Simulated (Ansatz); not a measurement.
# CH4O2Sn, SMILES [OH][SnH]1[CH2][O]1: an atomisation energy

With Ansatz's Python interface.

Notebook, run cell by cell (the value of a cell's last expression is shown):

**Cell 1**
```python
from collections import Counter

import ansatz as az
```

**Cell 2**
```python
def single_point(molecule, charge=0, unpaired=0):
    calc = (
        molecule.calculation()
        .basis(gaussian="def2-SVP")
        .functional("cam_b3lyp")
    )
    if charge:
        calc = calc.charge(charge)
    if unpaired:
        calc = calc.spin("collinear", total=unpaired)
    return calc.run(threads=1, pin="off").report["free_energy_ev"]
```

**Cell 3**
```python
mol = (
    az.Crystal.molecule()
    .atom("O", [-1.9537, 0.7443, -0.4744])
    .atom("Sn", [-0.3249, 0.643, 0.5511])
    .atom("C", [0.7123, -1.1507, 0.2039])
    .atom("O", [1.175, -0.171, -0.6652])
    .atom("H", [-1.7075, 1.0386, -1.4144])
    .atom("H", [0.3766, 2.1728, 1.093])
    .atom("H", [0.2125, -1.97, -0.2739])
    .atom("H", [1.6019, -1.364, 0.9243])
)
```

**Cell 4**
```python
# unpaired electrons of the ground-state atoms
unpaired = {"O": 2, "Sn": 2, "C": 2, "H": 1}
counts = Counter(site.symbol for site in mol.cartesian_sites)
atom_energy = {s: single_point(az.Crystal.molecule().atom(s, (0, 0, 0)), 0, unpaired[s]) for s in counts}
whole = single_point(mol, 0, 0)
for s, e in atom_energy.items():
    print(f"{s:2s} x{counts[s]}  {e:14.5f} eV")
print(f"CH4O2Sn: {whole:.5f} eV")
split = sum(counts[s] * e for s, e in atom_energy.items()) - whole
print(f"atomisation energy (no zero-point term): {23.060548 * split:.1f} kcal/mol, {split / sum(counts.values()):.3f} eV an atom")
```
Output:
```text
O  x2     -2040.23690 eV
Sn x1     -5829.51012 eV
C  x1     -1028.36030 eV
H  x4       -13.54842 eV
CH4O2Sn: -11018.76956 eV
atomisation energy (no zero-point term): 604.9 kcal/mol, 3.279 eV an atom
```

604.9 kcal/mol from the electronic energies, without the zero-point term.

Total energies depend on the basis set; only differences at equal settings carry meaning. The geometry is a force-field or estimated start, not a minimum of this method, and the basis set is short of its limit. All parts are taken at fixed geometry, without zero-point energy. def2 sets replace the cores of elements past krypton by effective core potentials. The spin-orbit lowering of heavy atoms is left out. Timing: 7.9 s on 1 thread of Arm Neoverse N1, on a shared host, peak memory 0.25 GiB.
